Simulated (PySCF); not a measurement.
# A gas-phase reaction: AlFH4N2 + H2 → AlH5N2 + FH

Wanted: the reaction energy for `[NH2][Al]([NH2])[F]` + `[H][H]` → `[NH2][AlH][NH2]` + `F`.

Programs: PySCF 2.14.0. All values are calculated, for the isolated system unless a continuum is named. Atoms count from 0, parts from 1.

## 1. The system as given

Each species was relaxed by itself at PBE0-D3(BJ)/def2-SVPD.

## 2. Reaction energy: wB97M-D3(BJ)/def2-TZVPD

What the job is given:

```
{"job": {"kind": "react", "xc": "wB97M-D3(BJ)", "basis": "def2-TZVPD"}, "charge": 0, "multiplicity": 1}
-1 AlFH4N2 charge 0 multiplicity 1
N     -0.996020     0.973660    -0.761240
Al    -0.218620     0.004810     0.496800
N      1.226980    -0.979960     0.238500
F     -0.896540     0.021540     2.031580
H     -0.687560     1.048990    -1.720520
H     -1.814350     1.546320    -0.606110
H      1.661220    -1.542420     0.957380
H      1.725230    -1.073430    -0.635700

-1 H2 charge 0 multiplicity 1
H      0.379590     0.015640    -0.017240
H     -0.379590    -0.015640     0.017240

+1 AlH5N2 charge 0 multiplicity 1
N      0.957880    -0.494590     1.137680
Al    -0.422310    -0.441680     0.011380
N     -0.569660     0.902080    -1.150030
H      1.091360    -1.226200     1.823050
H      1.710850     0.177630     1.198860
H     -1.512500    -1.586240     0.043450
H      0.071170     1.678110    -1.250060
H     -1.326810     0.990850    -1.814340

+1 FH charge 0 multiplicity 1
F      0.458030    -0.023180     0.036860
H     -0.458030     0.023180    -0.036860
```

Level: wB97M-D3(BJ)/def2-TZVPD reaction energy of separated species, gas phase.

Command:

```bash
> OMP_NUM_THREADS=1 python cluster_run.py task.json out
```

The driver reads the jobs from task.json and runs them one after another.

Log:

```text
species 1 (AlFH4N2)
coarse grid: 31784 points
cycle   1  E = -454.4237773243  dE =  7.457e-02  |g| = 7.395e-01  |ddm| = 2.224e+00
cycle   2  E = -454.4277207087  dE = -3.943e-03  |g| = 8.402e-01  |ddm| = 8.625e-01
cycle   3  E = -454.5326035031  dE = -1.049e-01  |g| = 5.456e-02  |ddm| = 3.895e-01
cycle   4  E = -454.5332645564  dE = -6.611e-04  |g| = 3.732e-02  |ddm| = 6.171e-02
cycle   5  E = -454.5335686428  dE = -3.041e-04  |g| = 7.591e-03  |ddm| = 2.481e-02
cycle   6  E = -454.5335893209  dE = -2.068e-05  |g| = 1.251e-03  |ddm| = 1.059e-02
cycle   7  E = -454.5335905152  dE = -1.194e-06  |g| = 3.029e-04  |ddm| = 2.561e-03
final grid: 66968 points
cycle   8  E = -454.5335212014  dE = -1.690e-07  |g| = 2.012e-04  |ddm| = 3.383e-03
cycle   9  E = -454.5335212103  dE = -8.895e-09  |g| = 1.930e-04  |ddm| = 5.278e-04
cycle  10  E = -454.5335212168  dE = -6.576e-09  |g| = 3.009e-05  |ddm| = 1.169e-04
cycle  11  E = -454.5335212176  dE = -7.212e-10  |g| = 1.377e-05  |ddm| = 9.177e-05
converged SCF energy = -454.5335212176

species 2 (H2)
coarse grid: 4944 points
cycle   1  E = -1.1694180765  dE = -2.751e-01  |g| = 9.862e-03  |ddm| = 4.504e-01
cycle   2  E = -1.1694523138  dE = -3.424e-05  |g| = 1.161e-03  |ddm| = 9.676e-03
cycle   3  E = -1.1694529960  dE = -6.822e-07  |g| = 1.815e-04  |ddm| = 1.918e-03
final grid: 10744 points
cycle   4  E = -1.1694519822  dE = -2.398e-08  |g| = 4.107e-05  |ddm| = 3.864e-04
cycle   5  E = -1.1694519835  dE = -1.265e-09  |g| = 9.609e-06  |ddm| = 9.157e-05
cycle   6  E = -1.1694519835  dE = -7.496e-11  |g| = 3.021e-07  |ddm| = 2.866e-05
converged SCF energy = -1.1694519835

species 3 (AlH5N2)
coarse grid: 28952 points
cycle   1  E = -355.0645691644  dE = -2.612e-02  |g| = 5.449e-01  |ddm| = 2.096e+00
cycle   2  E = -355.0751082782  dE = -1.054e-02  |g| = 5.560e-01  |ddm| = 6.960e-01
cycle   3  E = -355.1360144856  dE = -6.091e-02  |g| = 2.885e-02  |ddm| = 3.128e-01
cycle   4  E = -355.1365075590  dE = -4.931e-04  |g| = 9.447e-03  |ddm| = 4.580e-02
cycle   5  E = -355.1365512763  dE = -4.372e-05  |g| = 1.788e-03  |ddm| = 1.777e-02
cycle   6  E = -355.1365538690  dE = -2.593e-06  |g| = 4.156e-04  |ddm| = 4.856e-03
final grid: 60736 points
cycle   7  E = -355.1365382762  dE = -1.598e-07  |g| = 2.197e-04  |ddm| = 3.819e-03
cycle   8  E = -355.1365382916  dE = -1.541e-08  |g| = 1.751e-04  |ddm| = 6.571e-04
cycle   9  E = -355.1365382974  dE = -5.767e-09  |g| = 3.683e-05  |ddm| = 1.628e-04
cycle  10  E = -355.1365382984  dE = -1.008e-09  |g| = 1.931e-05  |ddm| = 1.158e-04
cycle  11  E = -355.1365382986  dE = -1.530e-10  |g| = 1.906e-06  |ddm| = 4.750e-05
converged SCF energy = -355.1365382986

species 4 (FH)
coarse grid: 7776 points
cycle   1  E = -100.4688241254  dE = -9.408e-02  |g| = 4.644e-01  |ddm| = 6.197e-01
cycle   2  E = -100.4725050126  dE = -3.681e-03  |g| = 5.038e-01  |ddm| = 3.808e-01
cycle   3  E = -100.5053195025  dE = -3.281e-02  |g| = 2.574e-02  |ddm| = 1.678e-01
cycle   4  E = -100.5053954808  dE = -7.598e-05  |g| = 5.006e-03  |ddm| = 1.077e-02
cycle   5  E = -100.5054001220  dE = -4.641e-06  |g| = 4.334e-04  |ddm| = 3.766e-03
final grid: 16976 points
cycle   6  E = -100.5053931069  dE = -6.404e-08  |g| = 1.035e-04  |ddm| = 8.201e-04
cycle   7  E = -100.5053931104  dE = -3.456e-09  |g| = 7.655e-05  |ddm| = 2.163e-04
cycle   8  E = -100.5053931112  dE = -7.696e-10  |g| = 2.129e-05  |ddm| = 3.706e-05
converged SCF energy = -100.5053931112

Reaction energy = 38.364 kcal/mol
```

It took 19 s on 1 thread of Arm Neoverse V2, shared host; peak memory 0.64 GiB.

Species by species (with the dispersion term, which the log's SCF energies lack):

| ν | species | energy (Eh) | HOMO (eV) |
| --- | --- | --- | --- |
| -1 | [NH2][Al]([NH2])[F] | -454.53929 | -9.75 |
| -1 | [H][H] | -1.16967 | -14.48 |
| +1 | [NH2][AlH][NH2] | -355.14219 | -9.43 |
| +1 | F | -100.50563 | -14.54 |

## 3. Energies of the species: PBE0-D3(BJ)/def2-TZVPD

Settings changed since step 2:

```diff
@@ -1,2 +1,2 @@
-{"job": {"kind": "react", "xc": "wB97M-D3(BJ)", "basis": "def2-TZVPD"}, "charge": 0, "multiplicity": 1}
+{"job": {"kind": "react", "xc": "PBE0", "basis": "def2-TZVPD", "disp": "d3bj"}, "charge": 0, "multiplicity": 1}
 -1 AlFH4N2 charge 0 multiplicity 1
```

With the program's defaults for keys left out, this is: PBE0-D3(BJ)/def2-TZVPD reaction energy of separated species, gas phase.

Log:

```text
species 1 (AlFH4N2)
coarse grid: 7320 points
cycle   1  E = -453.9778472576  dE =  1.244e-01  |g| = 8.498e-01  |ddm| = 2.341e+00
cycle   2  E = -453.8053846884  dE =  1.725e-01  |g| = 1.322e+00  |ddm| = 1.181e+00
cycle   3  E = -454.1125705497  dE = -3.072e-01  |g| = 6.808e-02  |ddm| = 6.933e-01
cycle   4  E = -454.1129694126  dE = -3.989e-04  |g| = 4.748e-02  |ddm| = 5.786e-02
cycle   5  E = -454.1133580142  dE = -3.886e-04  |g| = 5.625e-03  |ddm| = 2.466e-02
cycle   6  E = -454.1133648302  dE = -6.816e-06  |g| = 8.792e-04  |ddm| = 5.648e-03
final grid: 66968 points
cycle   7  E = -454.1094648203  dE = -3.502e-05  |g| = 7.631e-03  |ddm| = 3.579e-02
cycle   8  E = -454.1094516565  dE =  1.316e-05  |g| = 1.103e-02  |ddm| = 1.000e-02
cycle   9  E = -454.1094762105  dE = -2.455e-05  |g| = 4.311e-04  |ddm| = 5.994e-03
cycle  10  E = -454.1094762298  dE = -1.928e-08  |g| = 2.930e-04  |ddm| = 3.885e-04
cycle  11  E = -454.1094762418  dE = -1.205e-08  |g| = 4.728e-05  |ddm| = 1.529e-04
cycle  12  E = -454.1094762422  dE = -3.846e-10  |g| = 8.239e-06  |ddm| = 3.824e-05
converged SCF energy = -454.1094762422

species 2 (H2)
coarse grid: 1240 points
cycle   1  E = -1.1670645920  dE = -2.327e-01  |g| = 2.266e-02  |ddm| = 4.588e-01
cycle   2  E = -1.1672520433  dE = -1.875e-04  |g| = 3.233e-03  |ddm| = 1.897e-02
cycle   3  E = -1.1672564996  dE = -4.456e-06  |g| = 9.768e-05  |ddm| = 2.761e-03
final grid: 10744 points
cycle   4  E = -1.1681370723  dE = -1.917e-06  |g| = 2.728e-04  |ddm| = 1.558e-03
cycle   5  E = -1.1681371004  dE = -2.812e-08  |g| = 3.981e-05  |ddm| = 2.444e-04
cycle   6  E = -1.1681371010  dE = -6.283e-10  |g| = 1.242e-06  |ddm| = 3.089e-05
converged SCF energy = -1.1681371010

species 3 (AlH5N2)
coarse grid: 6848 points
cycle   1  E = -354.7385233314  dE =  2.262e-03  |g| = 6.544e-01  |ddm| = 2.219e+00
cycle   2  E = -354.6120680358  dE =  1.265e-01  |g| = 9.942e-01  |ddm| = 1.012e+00
cycle   3  E = -354.8315241805  dE = -2.195e-01  |g| = 3.815e-02  |ddm| = 6.136e-01
cycle   4  E = -354.8319017348  dE = -3.776e-04  |g| = 1.066e-02  |ddm| = 3.776e-02
cycle   5  E = -354.8319326170  dE = -3.088e-05  |g| = 1.959e-03  |ddm| = 1.403e-02
cycle   6  E = -354.8319334687  dE = -8.518e-07  |g| = 4.076e-04  |ddm| = 2.168e-03
final grid: 60736 points
cycle   7  E = -354.8237482707  dE = -1.825e-05  |g| = 7.539e-03  |ddm| = 3.030e-02
cycle   8  E = -354.8237335543  dE =  1.472e-05  |g| = 1.130e-02  |ddm| = 9.888e-03
cycle   9  E = -354.8237597064  dE = -2.615e-05  |g| = 1.351e-04  |ddm| = 6.084e-03
cycle  10  E = -354.8237597119  dE = -5.429e-09  |g| = 4.193e-05  |ddm| = 1.956e-04
cycle  11  E = -354.8237597123  dE = -4.206e-10  |g| = 1.237e-05  |ddm| = 4.057e-05
converged SCF energy = -354.8237597123

species 4 (FH)
coarse grid: 1712 points
cycle   1  E = -100.3540530148  dE = -3.605e-02  |g| = 4.957e-01  |ddm| = 6.253e-01
cycle   2  E = -100.3145356485  dE =  3.952e-02  |g| = 7.430e-01  |ddm| = 5.125e-01
cycle   3  E = -100.3937740969  dE = -7.924e-02  |g| = 2.284e-02  |ddm| = 2.892e-01
cycle   4  E = -100.3938496654  dE = -7.557e-05  |g| = 4.205e-03  |ddm| = 9.787e-03
cycle   5  E = -100.3938516489  dE = -1.984e-06  |g| = 3.554e-04  |ddm| = 1.247e-03
final grid: 16976 points
cycle   6  E = -100.3948393462  dE = -1.849e-05  |g| = 3.972e-03  |ddm| = 7.415e-03
cycle   7  E = -100.3948374486  dE =  1.898e-06  |g| = 5.460e-03  |ddm| = 3.332e-03
cycle   8  E = -100.3948414806  dE = -4.032e-06  |g| = 1.001e-04  |ddm| = 1.999e-03
cycle   9  E = -100.3948414819  dE = -1.300e-09  |g| = 1.787e-05  |ddm| = 3.953e-05
cycle  10  E = -100.3948414819  dE = -4.808e-11  |g| = 3.043e-06  |ddm| = 1.029e-05
converged SCF energy = -100.3948414819

Reaction energy = 37.104 kcal/mol
```

Run time: 8.3 s. Hardware: 1 thread of Arm Neoverse V2, shared host; peak memory 0.6 GiB.

Reaction energy at this level: 37.10 kcal/mol.

## 4. Energies of the species: MP2/def2-TZVPD

Settings changed since step 3:

```diff
@@ -1,2 +1,2 @@
-{"job": {"kind": "react", "xc": "PBE0", "basis": "def2-TZVPD", "disp": "d3bj"}, "charge": 0, "multiplicity": 1}
+{"job": {"kind": "react", "xc": "MP2", "basis": "def2-TZVPD"}, "charge": 0, "multiplicity": 1}
 -1 AlFH4N2 charge 0 multiplicity 1
```

Method: MP2/def2-TZVPD reaction energy of separated species, gas phase.

Log:

```text
species 1 (AlFH4N2)
final grid: 66968 points
cycle   1  E = -452.7796190688  dE = -3.231e-02  |g| = 5.872e-01  |ddm| = 2.163e+00
cycle   2  E = -452.8342358934  dE = -5.462e-02  |g| = 3.645e-01  |ddm| = 5.407e-01
cycle   3  E = -452.8530079433  dE = -1.877e-02  |g| = 4.522e-02  |ddm| = 1.745e-01
cycle   4  E = -452.8538795252  dE = -8.716e-04  |g| = 1.131e-02  |ddm| = 6.674e-02
cycle   5  E = -452.8539398861  dE = -6.036e-05  |g| = 5.100e-03  |ddm| = 1.531e-02
cycle   6  E = -452.8539492694  dE = -9.383e-06  |g| = 1.255e-03  |ddm| = 5.269e-03
cycle   7  E = -452.8539504497  dE = -1.180e-06  |g| = 3.533e-04  |ddm| = 1.847e-03
cycle   8  E = -452.8539505355  dE = -8.579e-08  |g| = 6.011e-05  |ddm| = 6.150e-04
cycle   9  E = -452.8539505381  dE = -2.617e-09  |g| = 1.622e-05  |ddm| = 1.168e-04
cycle  10  E = -452.8539505383  dE = -1.957e-10  |g| = 3.725e-06  |ddm| = 3.491e-05
converged SCF energy = -452.8539505383

species 2 (H2)
final grid: 10744 points
cycle   1  E = -1.1312979692  dE = -3.213e-01  |g| = 4.426e-02  |ddm| = 4.479e-01
cycle   2  E = -1.1322327551  dE = -9.348e-04  |g| = 7.183e-03  |ddm| = 3.751e-02
cycle   3  E = -1.1322674553  dE = -3.470e-05  |g| = 8.111e-04  |ddm| = 1.078e-02
cycle   4  E = -1.1322678703  dE = -4.150e-07  |g| = 2.771e-05  |ddm| = 1.627e-03
cycle   5  E = -1.1322678707  dE = -4.855e-10  |g| = 2.610e-06  |ddm| = 6.834e-05
converged SCF energy = -1.1322678707

species 3 (AlH5N2)
final grid: 60736 points
cycle   1  E = -353.8141763564  dE = -9.137e-02  |g| = 3.906e-01  |ddm| = 2.056e+00
cycle   2  E = -353.8515823883  dE = -3.741e-02  |g| = 1.857e-01  |ddm| = 4.367e-01
cycle   3  E = -353.8591987046  dE = -7.616e-03  |g| = 4.660e-02  |ddm| = 1.314e-01
cycle   4  E = -353.8600049084  dE = -8.062e-04  |g| = 7.031e-03  |ddm| = 6.108e-02
cycle   5  E = -353.8600324145  dE = -2.751e-05  |g| = 1.887e-03  |ddm| = 1.383e-02
cycle   6  E = -353.8600349499  dE = -2.535e-06  |g| = 5.336e-04  |ddm| = 3.233e-03
cycle   7  E = -353.8600351535  dE = -2.036e-07  |g| = 1.169e-04  |ddm| = 1.106e-03
cycle   8  E = -353.8600351642  dE = -1.066e-08  |g| = 3.211e-05  |ddm| = 2.359e-04
cycle   9  E = -353.8600351651  dE = -9.002e-10  |g| = 6.080e-06  |ddm| = 7.348e-05
converged SCF energy = -353.8600351651

species 4 (FH)
final grid: 16976 points
cycle   1  E = -100.0371198649  dE = -1.649e-01  |g| = 4.007e-01  |ddm| = 6.032e-01
cycle   2  E = -100.0578875918  dE = -2.077e-02  |g| = 2.336e-01  |ddm| = 2.533e-01
cycle   3  E = -100.0646340184  dE = -6.746e-03  |g| = 2.356e-02  |ddm| = 8.091e-02
cycle   4  E = -100.0647514482  dE = -1.174e-04  |g| = 6.199e-03  |ddm| = 1.253e-02
cycle   5  E = -100.0647671603  dE = -1.571e-05  |g| = 1.459e-03  |ddm| = 5.121e-03
cycle   6  E = -100.0647684333  dE = -1.273e-06  |g| = 2.290e-04  |ddm| = 1.848e-03
cycle   7  E = -100.0647684677  dE = -3.438e-08  |g| = 1.958e-05  |ddm| = 4.211e-04
cycle   8  E = -100.0647684679  dE = -1.848e-10  |g| = 2.360e-06  |ddm| = 2.495e-05
converged SCF energy = -100.0647684679

Reaction energy = 41.315 kcal/mol
```

It took 3.9 s on 1 thread of Arm Neoverse V2, shared host; peak memory 0.45 GiB.

Reaction energy at this level: 41.32 kcal/mol.

## 5. Comparing the runs

Energies in kcal/mol, with wall time:

| run | reaction | time |
| --- | --- | --- |
| wB97M-D3(BJ)/def2-TZVPD | 38.36 | 19 s |
| PBE0-D3(BJ)/def2-TZVPD | 37.10 | 8.3 s |
| MP2/def2-TZVPD | 41.32 | 3.9 s |

## 6. Outcome

| quantity | value |
| --- | --- |
| reaction energy (wB97M-D3(BJ)/def2-TZVPD) | 38.36 kcal/mol |
| ΔH, ΔG at 298 K (xTB thermal terms) | +40.1, +38.2 kcal/mol |
| range of the reaction energy over the runs of this table | 37.10 to 41.32 kcal/mol |

**Reading.** The reaction is endothermic by 40.1 kcal/mol in the gas phase; dispersion gives +0.06, and xTB itself gave 41.62 for the electronic energy (xTB energies and thermal terms come from the earlier relaxation of each species, not shown). No barrier was sought. The reaction energy runs from 37.10 (PBE0-D3(BJ)/def2-TZVPD) to 41.32 kcal/mol (MP2/def2-TZVPD).
